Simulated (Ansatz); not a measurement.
Crystal: CoO.

```
Co O
1.0
     0.00000    2.13150    2.13150
     2.13150    0.00000    2.13150
     2.13150    2.13150    0.00000
Co O
1 1
Direct
  0.00000 0.00000 0.00000
  0.50000 0.50000 0.50000
```

```yaml
Program: Ansatz 0.2.0
Task: relaxation of cell and atoms
Functional: PBEsol0
Potentials_or_basis: Ansatz PAW
Cutoff: "420 eV (not typed: the program's choice for these potentials)"
k_mesh: 6 × 6 × 6
Occupations: fermi-dirac, width 0.05 eV
Spin: collinear spin, ferromagnetic start
Starting_moments: "[2.0, 0.0] μB"
```

At the start: volume 9.68 Å³/atom.

Task: Where does the relaxation end?

Result: It ends after 7 steps and the volume is 8.97 Å³/atom (-7.3 %); space group Fm-3m (No. 225, to 0.05 Å); moment 3.00 μB per cell.

Step by step:
```csv
step,energy change (eV),largest force (eV/Å),volume (Å³)
1,0.0000,0.0000,19.37
2,-0.0641,0.0000,18.51
3,-0.0787,0.0000,17.89
4,-0.0785,0.0000,17.96
5,-0.0722,0.0000,17.96
6,-0.0723,0.0000,17.95
7,-0.0723,0.0000,17.95
```

Final structure:
```xyz
2
Lattice="0.0000 2.0780 2.0780 2.0780 0.0000 2.0780 2.0780 2.0780 0.0000" Properties=species:S:1:pos:R:3 pbc="T T T"
Co    0.0000    0.0000    0.0000
O     2.0780    2.0780    2.0780
```

Caveat: the k mesh is coarse (spacing up to 0.43 Å⁻¹), so the values aren't converged, least of all with exact exchange; the magnetic or orbital state may not be the lowest; the plane-wave basis is chosen anew once the cell has moved, so the energies of steps on either side of that aren't comparable; the pressure holds a Pulay correction of +0.8 GPa for the finite cutoff; a cell with one magnetic atom can't hold antiferromagnetic order, which such compounds often take; the PAW data sets come from PBE, with cores solved anew for the run's functional, which leaves a small shift of forces and pressure.
